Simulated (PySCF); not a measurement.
# C4H12FNSi2: geometry, NMR shifts and electronic excitations

Wanted: the NMR shifts and electronic excitations of C4H12FNSi2 (`CN[Si@@H]1CC[C@H](F)[SiH2]1`), by calculation.

The runs use PySCF 2.14.0, with density-fitted response routines of our own; the level of theory stands in each step. All values are computed, except where a source is named. Atoms count from 0, in the outputs and in this text.

### 1 The molecule as given

20 atoms, charge 0, multiplicity 1; geometry from: GFN2-xTB.

Bonds of the start (Å): C0–N1 1.44, N1–Si2 1.72, Si2–C3 1.91, C3–C4 1.53, C4–C5 1.53, C5–F6 1.40, C5–Si7 1.94, Si7–Si2 2.33, C0–H8 1.09, C0–H9 1.09, C0–H10 1.10, N1–H11 1.01, Si2–H12 1.47, C3–H13 1.09, C3–H14 1.09, C4–H15 1.09, C4–H16 1.09, C5–H17 1.10, Si7–H18 1.47, Si7–H19 1.47.

### 2 Optimising the geometry at PBE0-D3(BJ)/def2-SVP

Job settings and geometry (Å):

```
{"job": {"xc": "PBE0", "basis": "def2-SVP", "d3": "d3bj", "grid": 1, "kind": "geom"}, "charge": 0, "multiplicity": 1}
C      3.230616    -0.028311     0.233348
N      2.035471     0.014984    -0.571911
Si     0.541125    -0.664286    -0.052686
C     -0.699995    -0.446172    -1.489852
C     -2.111166    -0.311039    -0.921160
C     -2.179656     0.730437     0.192091
F     -1.907784     1.987096    -0.354024
Si    -0.832530     0.347030     1.527202
H      3.272550    -0.990435     0.738579
H      4.113583     0.072862    -0.399598
H      3.256628     0.759418     0.994849
H      2.003039     0.848270    -1.140921
H      0.850402    -2.085134     0.190518
H     -0.673010    -1.277970    -2.191655
H     -0.465534     0.453617    -2.060036
H     -2.813282    -0.041571    -1.716808
H     -2.436249    -1.264853    -0.496683
H     -3.202177     0.806896     0.577042
H     -0.505890     1.618654     2.181017
H     -1.491600    -0.497458     2.534623
```

**Question.** This job is followed by: GIAO PBE0/pcSseg-1 NMR shielding, non-relativistic, gas phase; TDDFT PBE0/def2-SVPD, vertical, gas phase, core orbitals frozen in the response; GIAO B97-2/pcSseg-1 NMR shielding, non-relativistic, gas phase. Predict these results of the whole session: point group; rotational constants (main isotopes); 13C shifts against TMS (PBE0/pcSseg-1); 1H shifts against TMS (PBE0/pcSseg-1, means over atoms taken as alike); 15N shifts against NH3 (PBE0/pcSseg-1); 29Si shifts against TMS (PBE0/pcSseg-1); 19F shifts against CFCl3 (PBE0/pcSseg-1); lowest singlet (PBE0/def2-SVPD); brightest single state of those computed; lowest triplet; vertical ionisation energy (ΔSCF); range of the shift of Si7.

**Answer**, as computed:

```
                                                              quantity                                                            value
                                                           point group                                                               C1
                                  rotational constants (main isotopes)                                             2.24, 0.89, 0.81 GHz
                                13C shifts against TMS (PBE0/pcSseg-1)                                       89.9, 32.6, 32.0, 11.5 ppm
1H shifts against TMS (PBE0/pcSseg-1, means over atoms taken as alike)  5.21, 4.97, 3.68, 3.42, 2.64, 2.52, 1.40, 0.99, 0.81, -0.89 ppm
                                15N shifts against NH3 (PBE0/pcSseg-1)                                                         13.0 ppm
                               29Si shifts against TMS (PBE0/pcSseg-1)                                                  -9.4, -78.0 ppm
                              19F shifts against CFCl3 (PBE0/pcSseg-1)                                                       -234.4 ppm
                                       lowest singlet (PBE0/def2-SVPD)                                      5.08 eV (244 nm), f = 0.018
                              brightest single state of those computed                                      state 4, 6.32 eV, f = 0.131
                                                        lowest triplet                                                          4.60 eV
                                     vertical ionisation energy (ΔSCF)                                                          8.06 eV
                                             range of the shift of Si7                                               -78.0 to -75.0 ppm
```

Over 5 steps the energy fell by 0.149 eV; of the close pairs, Si2–Si7 changed most, 2.325 to 2.362 Å. No frequency check was run at this level, so the end point may be a saddle. H17 (hydrogen on an sp3 CH bonded to F and Si) lies farthest downfield among hydrogen, at 5.21 ppm; its carbon carries F, which withdraws density. At PBE0/pcSseg-1: The largest span, 119 ppm, is at Si2, where the paramagnetic term is -520 ppm. The lowest singlet, at 5.08 eV, is HOMO→LUMO 0.97 and is weak; of the 10 states computed, the strongest absorption comes from state 4 at 6.32 eV. The lowest triplet lies 0.48 eV below the lowest singlet (triplets in Tamm-Dancoff, singlets in full TDDFT). The orbital energy would give 6.36 eV for ionisation, ΔSCF gives 8.06 eV. Across the 2 runs the shift of Si7 moves most, between -78.0 (PBE0/pcSseg-1) and -75.0 ppm (B97-2/pcSseg-1).
